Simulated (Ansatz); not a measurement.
# GaCl2O (SMILES [O][Ga]([Cl])[Cl]) at U-wB97M-V/aug-cc-pVDZ

Aim: the electronic atomisation energy of GaCl2O at U-wB97M-V/aug-cc-pVDZ, from 4 runs. 

The results are computed with Ansatz 0.2.0.

47 further runs of the same task are left out: 5 that didn't finish, 42 set aside as unsound or not needed.

## Step 1: Starting point

GaCl2O has 4 atoms, charge 0, and is taken as a doublet. SMILES: `[O][Ga]([Cl])[Cl]`. The coordinates come from a PBE0-D4/def2-TZVP relaxation.

Bond lengths: O1–Ga2 1.794 Å, Ga2–Cl3 2.110 Å, Ga2–Cl4 2.110 Å. Angles: O1–Ga2–Cl3 118.5°, O1–Ga2–Cl4 118.5°, Cl3–Ga2–Cl4 123.0°.

## Step 2: A single-point energy at U-wB97M-V/aug-cc-pVDZ

input.yaml

```yaml
crystal:
  periodic: [false, false, false]
  atoms:
    - symbol: O
      position_ang: [0.746300, 1.055700, 1.312100]
    - symbol: Ga
      position_ang: [0.035800, 0.016900, 0.034200]
    - symbol: Cl
      position_ang: [0.760400, -1.952900, -0.180900]
    - symbol: Cl
      position_ang: [-1.486800, 0.819800, -1.185700]
basis:
  gaussian: {orbitals: aug-cc-pVDZ}
magnetization: {spin_polarized: true, initial_magnetization: 1}
hamiltonian: {xc: {name: wB97M-V}}
accuracy: high
output: {orbitals: {seedname: orbitals}}
```

Launch:

```bash
$ ansatz run input.yaml --threads 1 --pin off --max-ram 3480MiB --events-out events.jsonl --progress --plain --runs-dir runs
```

The log of the run:

```text
Warning: RAYON_NUM_THREADS=1 ignored (pool sized by the plan → 1); use --threads N
Functional definition: wB97M-V
  name "wB97M-V"
  parameter omega = 0.3/bohr
  parameter cx = 0.15
  parameter cx01 = 1.007
  parameter cx10 = 0.259
  parameter css00 = 0.443
  parameter css04 = -1.437
  parameter css10 = -4.535
  parameter css20 = -3.390
  parameter css43 = 4.278
  parameter cos00 = 1.000
  parameter cos10 = 1.358
  parameter cos20 = 2.924
  parameter cos21 = -8.812
  parameter cos60 = -1.390
  parameter cos61 = 9.142
  parameter b = 6.0
  parameter c = 0.01
  gx(w, u) = 1 - cx + cx01*u + cx10*w
  gss(w, u) = css00 + css04*u^4 + css10*w + css20*w^2 + css43*w^4*u^3
  gos(w, u) = cos00 + cos10*w + (cos20 + cos21*u)*w^2 + (cos60 + cos61*u)*w^6
  exchange = spin_sum(e_x_unif_sr(omega)*gx(b97_w, b97_u_x)) + cx*exact_x_sr(omega) + exact_x_lr(omega)
  correlation = spin_sum(e_c_pw_mod_same_spin*gss(b97_w, b97_u_same))
      + integral(e_c_pw_mod_opposite_spin*gos(b97_w_opposite, b97_u_opposite)) + vv10(b, c)
2216 factors; integrals over basis functions are off by at most 3.7e-9 eV
527 factors; integrals over basis functions are off by at most 1.2e-9 eV
mean field evaluation 1: about -79452.1251 eV, gradient 4.9e1 eV
mean field evaluation 2: about -79319.5360 eV, gradient 1.3e2 eV
mean field evaluation 4: about -79464.9439 eV, gradient 1.4e1 eV
mean field evaluation 8: about -79467.0652 eV, gradient 4.3e-1 eV
mean field evaluation 16: about -79467.1105 eV, gradient 4.8e-3 eV
mean field evaluation 32: about -79466.9326 eV, gradient 3.2e0 eV
mean field -79467.11053500 eV, -2920.3624474191 hartree, gradient 1.6e-8 eV, S^2 0.754663; 2 other end points of the search recorded, 0 dependent functions left out
reference -79467.11053971 eV, -2920.3624475923 hartree; 37, 36 occupied and 76, 77 virtual orbitals, 2216 factors
Total energy: -79467.11053971 eV, -2920.3624475923 hartree
```

Wall time 5.7 min (1 thread of Arm Neoverse V2, shared host); peak memory 1.5 GiB.

## Step 3: The Cl atom, same level

run.yaml

```yaml
crystal:
  periodic: [false, false, false]
  atoms:
    - {symbol: Cl, position_ang: [0.000000, 0.000000, 0.000000]}
basis:
  gaussian:
    orbitals: aug-cc-pVDZ
hamiltonian:
  xc: {name: wB97M-V}
magnetization:
  spin_polarized: true
  initial_magnetization: 1
accuracy: high
```

Launch:

```bash
$ ansatz run run.yaml --threads 1 --pin off --max-ram 3480MiB --events-out events.jsonl --progress --plain --runs-dir runs
```

The log of the run, cut to the lines that bear on the results:

```text
Warning: RAYON_NUM_THREADS=1 ignored (pool sized by the plan → 1); use --threads N
[... 2 set-up lines as earlier in the session ...]
[...]
  gx(w, u) = 1 - cx + cx01*u + cx10*w
  gss(w, u) = css00 + css04*u^4 + css10*w + css20*w^2 + css43*w^4*u^3
  gos(w, u) = cos00 + cos10*w + (cos20 + cos21*u)*w^2 + (cos60 + cos61*u)*w^6
[...]
      + integral(e_c_pw_mod_opposite_spin*gos(b97_w_opposite, b97_u_opposite)) + vv10(b, c)
231 factors; integrals over basis functions are off by at most 3.0e-9 eV
102 factors; integrals over basis functions are off by at most 1.1e-9 eV
[...]
mean field -12520.52760691 eV, -460.1209028357 hartree, gradient 1.7e-8 eV, S^2 0.751657; 0 other end points of the search recorded, 0 dependent functions left out
reference -12520.52760981 eV, -460.1209029421 hartree; 9, 8 occupied and 18, 19 virtual orbitals, 231 factors
Total energy: -12520.52760981 eV, -460.1209029421 hartree
```

Run time: 6.9 s. Hardware: 1 thread of Arm Neoverse V2, shared host; peak memory 0.23 GiB.

## Step 4: The Ga atom

input.yaml

```yaml
crystal:
  periodic: [false, false, false]
  atoms:
    - symbol: Ga
      position_ang: [0.000000, 0.000000, 0.000000]
basis:
  gaussian: {orbitals: aug-cc-pVDZ}
magnetization: {spin_polarized: true, initial_magnetization: 1}
hamiltonian: {xc: {name: wB97M-V}}
accuracy: high
```

Run the same way, it converges to -1924.67639 Eh (log not shown).

## Step 5: The O atom, same level

input.yaml

```yaml
crystal:
  periodic: [false, false, false]
  atoms:
    - {symbol: O, position_ang: [0.000000, 0.000000, 0.000000]}
basis:
  gaussian: {orbitals: aug-cc-pVDZ}
magnetization: {spin_polarized: true, initial_magnetization: 2}
hamiltonian: {xc: {name: wB97M-V}}
accuracy: high
```

Run the same way, it converges to -75.05860 Eh (log not shown).

## Step 6: Results

Level: U-wB97M-V/aug-cc-pVDZ.

```
                                    quantity           value
                      molecule: total energy  -2920.36245 Eh
molecule: HOMO energy (highest over α and β)       -11.94 eV
 molecule: LUMO energy (lowest over α and β)        -2.69 eV
                              molecule: ⟨S²⟩           0.755
                       Cl atom: total energy   -460.12090 Eh
                               Cl atom: ⟨S²⟩           0.752
                       Ga atom: total energy  -1924.67639 Eh
                               Ga atom: ⟨S²⟩           0.753
                        O atom: total energy    -75.05860 Eh
                                O atom: ⟨S²⟩           2.004
               electronic atomisation energy       10.494 eV
```

What this shows: Taking the molecule apart into free atoms costs 10.49 eV (242 kcal/mol), before zero-point energy and without spin-orbit coupling.
